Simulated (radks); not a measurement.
# Lu²⁺ inside a hard spherical wall

An exercise on one series of results from a longer session: the logs are not shown, and one member is left open.

Program: radks (a radial shooting solver on a logarithmic mesh, Libxc functionals) version 1. Level of theory: scalar-relativistic Kohn-Sham, r2SCAN, spin-unpolarised, spherical densities, finite nucleus. These are calculated values, not measurements, unless marked.

## What is computed

* element: lutetium (Z = 71)
* charge: +2
* electrons: 69
* configuration: [Xe] 4f14 6s1
* nuclear rms radius: 5.37 fm

The outer shells:

Lu²⁺
```
[Xe] core
4f [↑↓][↑↓][↑↓][↑↓][↑↓][↑↓][↑↓]
6s [↑ ]
```

Set-up of the first run:

Input:

```text
Z 71
configuration [Xe] 4f14 6s1 5d0 6p0 7s0
relativity scalar-relativistic
functional r2scan,r2scan
spin unpolarised
nucleus finite rms 5.37 fm
c 137.035999084
```

Among the steps run: The free atom; Wall at 20 bohr; Wall at 15 bohr; Wall at 8 bohr; Wall at 7 bohr; Wall at 3.5 bohr; Wall at 3 bohr; Wall at 2.5 bohr; Wall at 2 bohr; Wall at 1.5 bohr.

One of the session's tables, all rows but one given; the rest of the session is left out.

| R (bohr) | E − E(free) (eV) | ε(6s) (eV) | ε(5d, empty) (eV) | ε(6p, empty) (eV) | pressure (GPa) |
| --- | --- | --- | --- | --- | --- |
| free | 0.000 | -17.354 | -16.479 | -11.879 | 0 |
| 20 | 0.000 | -17.354 | -16.479 | -11.879 | < 0.0001 |
| 15 | 0.000 | -17.354 | -16.479 | -11.879 | < 0.0001 |
| 8 | 0.013 | -17.330 | -16.459 | -11.786 | 0.0294 |
| 7 | 0.068 | -17.242 | -16.398 | -11.526 | 0.194 |
| 3.5 | 12.891 | -4.187 | -11.146 | 9.571 | 147 |
| 3 | ? | ? | ? | ? | ? |
| 2.5 | 83.562 | 42.908 | 7.155 | 69.337 | 2499 |
| 2 | 269.44 | 128.29 | 41.706 | 167.22 | 14657 |
| 1.5 | 1077.1 | 386.88 | 153.89 | 447.22 | 125627 |

**Question.** Estimate the row for R (bohr) = 3.

Worked estimate for «E − E(free) (eV)». A straight line through the neighbours (3.5, 12.891) and (2.5, 83.562) gives 12.891 + (83.562 − 12.891) × (3 − 3.5) / (2.5 − 3.5) = 48.226; a parabola fitted to 4 rows on both sides gives 55.284.

As computed: E − E(free) (eV): 30.659; ε(6s) (eV): 9.900; ε(5d, empty) (eV): -5.737; ε(6p, empty) (eV): 28.570; pressure (GPa): 548. In «E − E(free) (eV)» the line misses by +17.567 and the parabola by +24.625.

What this shows: At the tightest wall, 1.5 bohr, the energy stands 1077.1 eV above the free atom and the pressure, −dE/dV, is 125627 GPa. From R = 3 bohr inwards the highest occupied level lies above zero, pushed up by confinement. Shells are not refilled when levels cross, and a hard wall is a model, not a crystal.
